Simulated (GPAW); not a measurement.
The system is MgI2.

```
I Mg
1.0
     4.14000    0.00000    0.00000
    -2.07000    3.58535    0.00000
     0.00000    0.00000    6.88000
I Mg
2 1
Cartesian
  2.0700 1.1951 5.1600
  0.0000 2.3902 1.7200
  0.0000 0.0000 0.0000
```

Base run:

```yaml
Program: GPAW 26.7.0
Functional: r2SCAN
Potentials_or_basis: GPAW PAW data sets (gpaw-data 1.2.1)
Cutoff: 800 eV
Basis: pw
k_mesh: 6 × 6 × 3
Occupations: fermi-dirac, width 0.05 eV
Spin: no spin polarisation
```

Its results: band gap on the k mesh 4.12 eV, indirect (least direct gap 4.49 eV); pressure 0.2 GPa; largest force 0.289 eV/Å.

Question: The run is repeated on the same cell with these changes: functional from r2SCAN to PBE. What comes out?

Answer: Band gap on the k mesh 3.48 eV, indirect (least direct gap 3.66 eV); pressure 0.7 GPa; largest force 0.248 eV/Å.

r2SCAN gives the wider gap, since meta-GGAs in the generalised Kohn-Sham scheme recover part of the derivative discontinuity.

Caveats: spin-orbit coupling is left out, which moves the levels of the heavy elements; the cell's inner coordinates are idealised or old, which leaves forces on the atoms; the PAW data sets were made with another functional, which shifts forces and pressure a little (some runs); this functional lacks dispersion, which binds the layers, so the pressure and a relaxed spacing across them are unreliable (some runs).
